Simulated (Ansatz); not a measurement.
What does this script print? It uses Ansatz 0.2.0, Python API.

Input file `as2ru.cif`:
```cif
data_As2Ru
_cell_length_a 5.427900
_cell_length_b 6.183400
_cell_length_c 2.968500
_cell_angle_alpha 90.00000
_cell_angle_beta 90.00000
_cell_angle_gamma 90.00000
_symmetry_space_group_name_H-M 'P 1'
_symmetry_Int_Tables_number 1
loop_
_symmetry_equiv_pos_as_xyz
'x, y, z'
loop_
_atom_site_label
_atom_site_type_symbol
_atom_site_fract_x
_atom_site_fract_y
_atom_site_fract_z
As1 As    0.170000    0.366600    0.000000
As2 As    0.830000    0.633400    0.000000
As3 As    0.670000    0.133400    0.500000
As4 As    0.330000    0.866600    0.500000
Ru5 Ru    0.000000    0.000000    0.000000
Ru6 Ru    0.500000    0.500000    0.500000
```

Script `edit.py`:
```python
import ansatz
from ase.io import read

atoms = read("as2ru.cif")
system = ansatz.Crystal.from_ase(atoms)

base = (
    system.calculation()
    .occupations("fermi_dirac")
    .pseudopotentials("paw")
    .kpoints(4, 4, 7)
    .functional("pbesol")
    .band_table()
)
typed = base.input()
rows = []
for value in [2, 6, 12]:
    edited = typed.set(ansatz.key.scf.n_extra_bands, value)
    data = ansatz.Session.from_dict(edited).plan().execute().report
    rows.append((value, data["free_energy_ev"], data["n_iterations"], len(data["eigenvalues_ev"][0]) if "eigenvalues_ev" in data else 0))
print("   extra bands            F eV      iterations    bands listed")
for row in rows:
    print(f"{str(row[0]):>14s}  {row[1]:14.5f}  {row[2]:14d}  {row[3]:14d}")
```

`python edit.py` gives:
```text
DeckWarning: basis.ecutwfc = 420 eV, auto-derived from the records' recommended cutoffs: set by As (normal level)
   extra bands            F eV      iterations    bands listed
             2    -30887.61984               7              48
             6    -30887.61984               6              52
            12    -30887.61984               6              58
```
(Warnings from the package without file and line, repeats left out.)

Caveats:
- Absolute energies stand on the zero of these potentials, so only differences at equal settings mean something. A total without «per atom» is that of the whole cell that was run.
- No spin polarisation was allowed.
- The starting cell is as deposited in a crystallographic database; the results hold for this polymorph, which needn't be the stable one.
- Finished in 34 s on 1 thread of Arm Neoverse V1, with other jobs on the host, peak memory 0.58 GiB.
